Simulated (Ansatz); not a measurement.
# HF/STO-3G run of SiH4O3 (SMILES O[SiH](O)O)

Aim: the electronic atomisation energy of SiH4O3 at HF/STO-3G, from 4 runs. 

The calculation is run with Ansatz 0.2.0.

30 further runs of the same task are left out: 30 set aside as unsound or not needed. Runs told in other sessions of the task aren't counted.

### Step 1. The system as given

SiH4O3 has 8 atoms, charge 0, and is taken as a singlet. As SMILES, `O[SiH](O)O`. Geometry: relaxed at PBE0-D4/def2-TZVP. This is one conformer, not always the lowest.

Bond lengths: O1–Si2 1.630 Å, Si2–O3 1.641 Å, Si2–O4 1.633 Å, O1–H5 0.959 Å, Si2–H6 1.476 Å, O3–H7 0.958 Å, O4–H8 0.958 Å. Angles: O1–Si2–O3 114.4°, O1–Si2–O4 109.0°, O3–Si2–O4 105.0°, O1–Si2–H6 104.5°, O3–Si2–H6 110.6°, O4–Si2–H6 113.5°, Si2–O1–H5 117.6°, Si2–O3–H7 117.9°, Si2–O4–H8 116.6°.

### Step 2. The energy at HF/STO-3G

job.yaml

```yaml
basis:
  gaussian:
    orbitals: STO-3G
crystal:
  periodic: [false, false, false]
  atoms:
    - {symbol: O, position_ang: [0.057900, 1.618800, -0.225000]}
    - {symbol: Si, position_ang: [-0.171600, 0.082600, 0.269200]}
    - {symbol: O, position_ang: [1.169300, -0.861100, 0.196500]}
    - {symbol: O, position_ang: [-1.250800, -0.639700, -0.721300]}
    - {symbol: H, position_ang: [0.176800, 1.769800, -1.164500]}
    - {symbol: H, position_ang: [-0.642800, 0.209400, 1.662000]}
    - {symbol: H, position_ang: [1.894900, -0.655000, 0.786800]}
    - {symbol: H, position_ang: [-1.141700, -1.581700, -0.859700]}
hamiltonian:
  xc: hf
accuracy: high
output: {orbitals: {seedname: orbitals}}
```

Run with:

```
$ ansatz run job.yaml --threads 1 --pin off --max-ram 3480MiB --events-out events.jsonl --progress --plain --runs-dir runs
```

Output:

```text
Warning: RAYON_NUM_THREADS=1 ignored (pool sized by the plan → 1); use --threads N
Functional definition: HF
  name "HF"
  exchange = exact_x
  correlation = 0
575 factors; integrals over basis functions are off by at most 3.2e-8 eV
mean field evaluation 1: about -13860.8473 eV, gradient 3.0e1 eV
mean field evaluation 2: about -13860.9380 eV, gradient 3.0e1 eV
mean field evaluation 4: about -13864.0414 eV, gradient 1.1e0 eV
mean field evaluation 8: about -13864.0455 eV, gradient 5.6e-6 eV
mean field -13864.04546464 eV, -509.4942734381 hartree, gradient 7.1e-9 eV, S^2 0.000000; 0 other end points of the search recorded, 0 dependent functions left out
reference -13864.04546464 eV, -509.4942734381 hartree; 21, 21 occupied and 7, 7 virtual orbitals, 575 factors
Total energy: -13864.04546464 eV, -509.4942734381 hartree
```

It took 0.22 s on 1 thread of Arm Neoverse V2, shared host.

### Step 3. The H atom, same level

in.yaml

```yaml
crystal:
  periodic: [false, false, false]
  atoms:
    - {symbol: H, position_ang: [0.000000, 0.000000, 0.000000]}
basis:
  gaussian: {orbitals: STO-3G}
magnetization: {spin_polarized: true, initial_magnetization: 1}
hamiltonian: {xc: hf}
accuracy: high
```

Run the same way, it converges to -0.46658 Eh (log not shown).

### Step 4. The O atom at the same level

in.yaml

```yaml
crystal:
  periodic: [false, false, false]
  atoms:
    - {symbol: O, position_ang: [0.000000, 0.000000, 0.000000]}
basis:
  gaussian:
    orbitals: STO-3G
magnetization:
  spin_polarized: true
  initial_magnetization: 2
hamiltonian:
  xc: hf
accuracy: high
```

Run with:

```
$ ansatz run in.yaml --threads 1 --pin off --max-ram 3480MiB --events-out events.jsonl --progress --plain --runs-dir runs
```

Output:

```text
Warning: RAYON_NUM_THREADS=1 ignored (pool sized by the plan → 1); use --threads N
[... 4 set-up lines as earlier in the session ...]
15 factors; integrals over basis functions are off by at most 1.1e-9 eV
mean field evaluation 1: about -2008.3132 eV, gradient 1.7e-14 eV
mean field evaluation 2: about -2008.3132 eV, gradient 0.0e0 eV
mean field -2008.31323932 eV, -73.8041502613 hartree, gradient 0.0e0 eV, S^2 2.000000; 2 other end points of the search recorded, 0 dependent functions left out
reference -2008.31323932 eV, -73.8041502613 hartree; 5, 3 occupied and 0, 2 virtual orbitals, 15 factors
Total energy: -2008.31323932 eV, -73.8041502613 hartree
```

Run time: 0.04 s. Hardware: 1 thread of Arm Neoverse V2, shared host.

### Step 5. The Si atom

molecule.yaml

```yaml
crystal:
  periodic: [false, false, false]
  atoms:
    - {symbol: Si, position_ang: [0.000000, 0.000000, 0.000000]}
basis:
  gaussian:
    orbitals: STO-3G
magnetization:
  spin_polarized: true
  initial_magnetization: 2
hamiltonian:
  xc: hf
accuracy: high
```

Run with:

```
$ ansatz run molecule.yaml --threads 1 --pin off --max-ram 3480MiB --events-out events.jsonl --progress --plain --runs-dir runs
```

Output:

```text
Warning: RAYON_NUM_THREADS=1 ignored (pool sized by the plan → 1); use --threads N
[... 4 set-up lines as earlier in the session ...]
42 factors; integrals over basis functions are off by at most 2.5e-9 eV
mean field evaluation 1: about -7767.9286 eV, gradient 9.3e-1 eV
mean field evaluation 2: about -7767.9294 eV, gradient 9.3e-1 eV
mean field evaluation 4: about -7767.9315 eV, gradient 4.9e-6 eV
mean field evaluation 8: about -7767.9314 eV, gradient 2.1e-1 eV
mean field -7767.93148641 eV, -285.4662168327 hartree, gradient 2.1e-9 eV, S^2 2.000003; 0 other end points of the search recorded, 0 dependent functions left out
reference -7767.93148641 eV, -285.4662168327 hartree; 8, 6 occupied and 1, 3 virtual orbitals, 42 factors
Total energy: -7767.93148641 eV, -285.4662168327 hartree
```

It took 0.04 s on 1 thread of Arm Neoverse V2, shared host.

### Step 6. Outcome

At HF/STO-3G:

| quantity | value |
| --- | --- |
| molecule: total energy | -509.49427 Eh |
| molecule: HOMO energy | -9.35 eV |
| molecule: LUMO energy | 12.80 eV |
| molecule: HOMO–LUMO gap | 22.15 eV |
| H atom: total energy | -0.46658 Eh |
| H atom: ⟨S²⟩ | 0.750 |
| O atom: total energy | -73.80415 Eh |
| O atom: ⟨S²⟩ | 2.000 |
| Si atom: total energy | -285.46622 Eh |
| Si atom: ⟨S²⟩ | 2.000 |
| electronic atomisation energy | 20.389 eV |

**Reading.** Taking the molecule apart into free atoms costs 20.39 eV (470 kcal/mol), before zero-point energy and without spin-orbit coupling. Hartree–Fock lacks the correlation of the bonding pairs, which as a rule makes this value much too low; in minimal bases other errors can mask that. In a minimal basis such a difference can be off by several eV, whatever the method.
